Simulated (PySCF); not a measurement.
# Ti²⁺, Ti³⁺: ionisation energy in even-tempered 21s14p11d6f5g, part 2 of 2

Wanted: the ionisation energy of titanium, up a ladder of methods.

PySCF 2.14.0; even-tempered 21s14p11d6f5g, scalar relativity by spin-free X2C-1e. The scripts are equivalent inputs of a driver's runs. Earlier steps stand in the parts before.

**3. Ti³⁺: the ladder of methods**

UHF:

File input.py:

```python
from pyscf import gto, scf, dft, mp, cc
mol = gto.M(atom="Ti 0 0 0", charge=3, spin=1, symmetry="D2h",
            basis=gto.etbs([(0, 21, 0.054, 2.5), (1, 14, 0.071, 2.5), (2, 11, 0.071, 2.5), (3, 6, 0.27, 2.7), (4, 5, 0.4, 2.7)]),
            nucmod="G")
mf = scf.UHF(mol).sfx2c1e()
mf.irrep_nelec = {'Ag': (3, 3), 'B1g': (1, 0), 'B1u': (2, 2), 'B2u': (2, 2), 'B3u': (2, 2)}
mf.kernel()
```

The log of the run:

```text
damping factor = 0
level_shift factor = 0
DIIS = <class 'pyscf.scf.diis.CDIIS'>
diis_start_cycle = 1
diis_space = 10
diis_damp = 0
SCF conv_tol = 1e-09
SCF conv_tol_grad = None
number electrons alpha = 10  beta = 9
cycle= 1 E= -851.099490568862  delta_E= -0.0054  |g|= 0.0294  |ddm|= 0.0274
cycle= 2 E= -851.099702631442  delta_E= -0.000212  |g|= 0.00713  |ddm|= 0.00605
cycle= 3 E= -851.099719107528  delta_E= -1.65e-05  |g|= 0.000917  |ddm|= 0.00238
cycle= 4 E= -851.099719468243  delta_E= -3.61e-07  |g|= 0.00014  |ddm|= 0.000446
cycle= 5 E= -851.099719472992  delta_E= -4.75e-09  |g|= 2.59e-05  |ddm|= 5.9e-05
cycle= 6 E= -851.099719473202  delta_E= -2.11e-10  |g|= 4.44e-06  |ddm|= 1.24e-05
converged SCF energy = -851.099719473202  <S^2> = 0.75200575  2S+1 = 2.0020047
```

It took 68 s on 1 thread of Neoverse-V1, shared host, the integrals not counted.

Orbital energies by shell (radii are means over both spins):

```
shell  electrons  mean orbital energy (eV)  spread (eV)  rms radius (bohr)
 1s β          1                   -5051.7            0             0.0804
 1s α          1                   -5051.6            0             0.0804
 2s α          1                   -623.74            0              0.350
 2s β          1                   -623.18            0              0.350
 2p α          3                   -519.46        0.023              0.320
 2p β          3                   -518.90        0.732              0.320
 3s α          1                   -112.60            0               1.06
 3s β          1                   -110.63            0               1.06
 3p α          3                   -82.272        1.400               1.15
 3p β          3                   -79.828        1.958               1.15
 3d α          1                   -43.452            0               1.38
```

⟨S²⟩ = 0.752, ⟨L²⟩ = 6.02.

Spin-orbit constants on these orbitals (cm⁻¹; bare nucleus, screened nucleus, mean field): 3d 325.2, 177.4, 155.2. To first order in LS coupling the lowest level has J = 3/2 and lies 0.0289 eV below the centre of the term.

LDA:

input.py, as changed from the run before:

```diff
@@ -4,3 +4,3 @@
             nucmod="G")
-mf = scf.UHF(mol).sfx2c1e()
+mf = dft.UKS(mol, xc="LDA,VWN").sfx2c1e()
 mf.irrep_nelec = {'Ag': (3, 3), 'B1g': (1, 0), 'B1u': (2, 2), 'B2u': (2, 2), 'B3u': (2, 2)}
```

The log of the run:

```text
damping factor = 0
level_shift factor = 0
DIIS = <class 'pyscf.scf.diis.CDIIS'>
diis_start_cycle = 1
diis_space = 10
diis_damp = 0
SCF conv_tol = 1e-09
SCF conv_tol_grad = None
number electrons alpha = 10  beta = 9
XC functionals = LDA,VWN
    P. A. M. Dirac.,  Math. Proc. Cambridge Philos. Soc. 26, 376 (1930)
    F. Bloch.,  Z. Phys. 57, 545 (1929)
    S. H. Vosko, L. Wilk, and M. Nusair.,  Can. J. Phys. 58, 1200 (1980)
cycle= 1 E= -849.830157676106  delta_E= -0.0223  |g|= 0.0492  |ddm|= 0.0795
cycle= 2 E= -849.830268108255  delta_E= -0.00011  |g|= 0.0076  |ddm|= 0.00993
cycle= 3 E= -849.830274611675  delta_E= -6.5e-06  |g|= 0.00198  |ddm|= 0.00298
cycle= 4 E= -849.830275181198  delta_E= -5.7e-07  |g|= 0.000248  |ddm|= 0.000755
cycle= 5 E= -849.830275186946  delta_E= -5.75e-09  |g|= 3.04e-06  |ddm|= 6.11e-05
cycle= 6 E= -849.830275186948  delta_E= -1.82e-12  |g|= 4.42e-07  |ddm|= 1.02e-06
converged SCF energy = -849.830275186948  <S^2> = 0.7502617  2S+1 = 2.0002617
```

It took 6 s on 1 thread of Neoverse-V1, shared host, the integrals not counted.

PBE:

input.py, as changed from the run before:

```diff
@@ -4,3 +4,3 @@
             nucmod="G")
-mf = dft.UKS(mol, xc="LDA,VWN").sfx2c1e()
+mf = dft.UKS(mol, xc="PBE").sfx2c1e()
 mf.irrep_nelec = {'Ag': (3, 3), 'B1g': (1, 0), 'B1u': (2, 2), 'B2u': (2, 2), 'B3u': (2, 2)}
```

The log of the run:

```text
damping factor = 0
level_shift factor = 0
DIIS = <class 'pyscf.scf.diis.CDIIS'>
diis_start_cycle = 1
diis_space = 10
diis_damp = 0
SCF conv_tol = 1e-09
SCF conv_tol_grad = None
number electrons alpha = 10  beta = 9
XC functionals = PBE
    J. P. Perdew, K. Burke, and M. Ernzerhof.,  Phys. Rev. Lett. 77, 3865 (1996)
    J. P. Perdew, K. Burke, and M. Ernzerhof.,  Phys. Rev. Lett. 78, 1396 (1997)
    J. P. Perdew, K. Burke, and M. Ernzerhof.,  Phys. Rev. Lett. 77, 3865 (1996)
    J. P. Perdew, K. Burke, and M. Ernzerhof.,  Phys. Rev. Lett. 78, 1396 (1997)
cycle= 1 E= -851.71316366166  delta_E= -0.0132  |g|= 0.0267  |ddm|= 0.0769
cycle= 2 E= -851.713258057457  delta_E= -9.44e-05  |g|= 0.0104  |ddm|= 0.0125
cycle= 3 E= -851.713274833635  delta_E= -1.68e-05  |g|= 0.00274  |ddm|= 0.0045
cycle= 4 E= -851.713275635218  delta_E= -8.02e-07  |g|= 6.78e-05  |ddm|= 0.000755
cycle= 5 E= -851.71327563599  delta_E= -7.73e-10  |g|= 4.8e-06  |ddm|= 1.78e-05
converged SCF energy = -851.71327563599  <S^2> = 0.75049542  2S+1 = 2.0004954
```

It took 6.1 s on 1 thread of Neoverse-V1, shared host, the integrals not counted.

PBE0:

input.py, as changed from the run before:

```diff
@@ -4,3 +4,3 @@
             nucmod="G")
-mf = dft.UKS(mol, xc="PBE").sfx2c1e()
+mf = dft.UKS(mol, xc="PBE0").sfx2c1e()
 mf.irrep_nelec = {'Ag': (3, 3), 'B1g': (1, 0), 'B1u': (2, 2), 'B2u': (2, 2), 'B3u': (2, 2)}
```

The log of the run:

```text
damping factor = 0
level_shift factor = 0
DIIS = <class 'pyscf.scf.diis.CDIIS'>
diis_start_cycle = 1
diis_space = 10
diis_damp = 0
SCF conv_tol = 1e-09
SCF conv_tol_grad = None
number electrons alpha = 10  beta = 9
XC functionals = PBE0
    C. Adamo and V. Barone.,  J. Chem. Phys. 110, 6158 (1999)
    M. Ernzerhof and G. E. Scuseria.,  J. Chem. Phys. 110, 5029 (1999)
cycle= 1 E= -851.758360700152  delta_E= -0.00859  |g|= 0.022  |ddm|= 0.0619
cycle= 2 E= -851.758422703758  delta_E= -6.2e-05  |g|= 0.00688  |ddm|= 0.00933
cycle= 3 E= -851.75842925036  delta_E= -6.55e-06  |g|= 0.00186  |ddm|= 0.00279
cycle= 4 E= -851.758429612428  delta_E= -3.62e-07  |g|= 0.000117  |ddm|= 0.000491
cycle= 5 E= -851.758429615833  delta_E= -3.41e-09  |g|= 1.01e-05  |ddm|= 4.47e-05
cycle= 6 E= -851.758429615862  delta_E= -2.86e-11  |g|= 1.03e-06  |ddm|= 4.25e-06
converged SCF energy = -851.758429615862  <S^2> = 0.75073878  2S+1 = 2.0007386
```

It took 22 s on 1 thread of Neoverse-V1, shared host, the integrals not counted.

r2SCAN:

input.py, as changed from the run before:

```diff
@@ -4,3 +4,3 @@
             nucmod="G")
-mf = dft.UKS(mol, xc="PBE0").sfx2c1e()
+mf = dft.UKS(mol, xc="R2SCAN").sfx2c1e()
 mf.irrep_nelec = {'Ag': (3, 3), 'B1g': (1, 0), 'B1u': (2, 2), 'B2u': (2, 2), 'B3u': (2, 2)}
```

The log of the run:

```text
damping factor = 0
level_shift factor = 0
DIIS = <class 'pyscf.scf.diis.CDIIS'>
diis_start_cycle = 1
diis_space = 10
diis_damp = 0
SCF conv_tol = 1e-09
SCF conv_tol_grad = None
number electrons alpha = 10  beta = 9
XC functionals = R2SCAN
    J. W. Furness, A. D. Kaplan, J. Ning, J. P. Perdew, and J. Sun.,  J. Phys. Chem. Lett. 11, 8208-8215 (2020)
    J. W. Furness, A. D. Kaplan, J. Ning, J. P. Perdew, and J. Sun.,  J. Phys. Chem. Lett. 11, 9248-9248 (2020)
    J. W. Furness, A. D. Kaplan, J. Ning, J. P. Perdew, and J. Sun.,  J. Phys. Chem. Lett. 11, 8208-8215 (2020)
    J. W. Furness, A. D. Kaplan, J. Ning, J. P. Perdew, and J. Sun.,  J. Phys. Chem. Lett. 11, 9248-9248 (2020)
cycle= 1 E= -851.911376206898  delta_E= -0.00908  |g|= 0.0229  |ddm|= 0.0561
cycle= 2 E= -851.911439047904  delta_E= -6.28e-05  |g|= 0.00718  |ddm|= 0.00874
cycle= 3 E= -851.911445476495  delta_E= -6.43e-06  |g|= 0.00188  |ddm|= 0.00274
cycle= 4 E= -851.911445854189  delta_E= -3.78e-07  |g|= 0.000115  |ddm|= 0.000555
cycle= 5 E= -851.911445856237  delta_E= -2.05e-09  |g|= 7.52e-06  |ddm|= 3.01e-05
cycle= 6 E= -851.911445856252  delta_E= -1.53e-11  |g|= 4.72e-07  |ddm|= 4.01e-06
converged SCF energy = -851.911445856252  <S^2> = 0.75099068  2S+1 = 2.0009904
```

Time after the integrals: 21 s (1 thread of Neoverse-V1, shared host).

MP2 (outer shells):

input.py, as changed from the run before:

```diff
@@ -4,4 +4,5 @@
             nucmod="G")
-mf = dft.UKS(mol, xc="R2SCAN").sfx2c1e()
+mf = scf.UHF(mol).sfx2c1e()
 mf.irrep_nelec = {'Ag': (3, 3), 'B1g': (1, 0), 'B1u': (2, 2), 'B2u': (2, 2), 'B3u': (2, 2)}
 mf.kernel()
+mp.UMP2(mf, frozen=5).kernel()
```

This step left no log, only its results.

Time after the integrals: 13 s (1 thread of Neoverse-V1, shared host).

With 9 electrons correlated, the MP2 correlation energy is -0.29828 hartree (-0.07275 same spin, -0.22553 opposite spin); the SCS form gives -0.29489. Largest pairs of shells: 3p-3p -0.1775, 3s-3p -0.0538, 3p-3d -0.0481, 3s-3s -0.0099, 3s-3d -0.0091.

Radial density 4πr²ρ of Ti³⁺ at UHF:

```
r (bohr)  density  spin density
0.000973    0.109         0.000
 0.00164    0.284         0.000
 0.00275    0.728         0.000
 0.00463     1.81         0.000
 0.00779     4.28         0.000
  0.0131     9.26         0.000
  0.0220     17.2        -0.001
  0.0370     24.9        -0.001
  0.0623     24.8        -0.001
   0.105     19.5        -0.002
   0.176     25.5         0.009
   0.297     24.1         0.103
   0.499     8.46         0.408
   0.839     10.0         0.773
    1.41     4.60         0.551
    2.37    0.303         0.107
    3.99  0.00260         0.002
```

**4. Orbital energies side by side**

Highest occupied Hartree-Fock shell of each state: Ti²⁺ 3d α at -27.921 eV; Ti³⁺ 3d α at -43.452 eV.

**5. Differences of total energies**

Ionisation energy: Ti²⁺ [Ar] 3d2 (3F) → Ti³⁺ [Ar] 3d1 (2D).

```
                method  value (eV)  error (eV)  CPU time, both states (s)
                   UHF      26.619      -0.873                        140
                   LDA      28.033      +0.542                         12
                   PBE      27.951      +0.460                         13
                  PBE0      27.834      +0.342                         45
                r2SCAN      27.927      +0.436                         40
    MP2 (outer shells)      27.338      -0.153                        170
SCS-MP2 (outer shells)      27.220      -0.272                        170
```

Reference: 27.492 eV (measured; NIST Atomic Spectra Database, ionization energies).

Times are CPU seconds on a shared host without the integrals; correlated rows include their Hartree-Fock run, whose time holds the symmetry-adapted start and any spin-orbit constants, while functionals begin from orbitals already made.

**6. Results**

This closing draws on all 2 parts.

| quantity | value |
| --- | --- |
| ionisation energy, Ti²⁺ | UHF 26.619, MP2 (outer shells) 27.338 eV; reference 27.492 |

Accuracy against cost (mean over 1 difference):

```
                method  mean absolute miss against the measured value (with the measured fine structure taken into account where it is known) (eV)  CPU time, both states (s)
                   UHF                                                                                                                       0.873                        140
                   LDA                                                                                                                       0.542                         12
                   PBE                                                                                                                       0.460                         13
                  PBE0                                                                                                                       0.342                         45
                r2SCAN                                                                                                                       0.436                         40
    MP2 (outer shells)                                                                                                                       0.153                        170
SCS-MP2 (outer shells)                                                                                                                       0.272                        170
```

**Reading.** Against experiment MP2 (outer shells) comes closest (off by 0.15 eV) and UHF is farthest (0.87 eV). In a finite basis a lower level can come nearest by cancelling errors. Hartree-Fock falls short because the species with more electrons holds more correlation energy, which it lacks. PBE is off by +0.46 eV. All values hold for this basis alone; no basis-set limit was taken. The dearest level timed, MP2 (outer shells), costs 14 times the cheapest, LDA, and differs from the measured value (with the measured fine structure taken into account where it is known) by 0.15 against 0.54 eV.
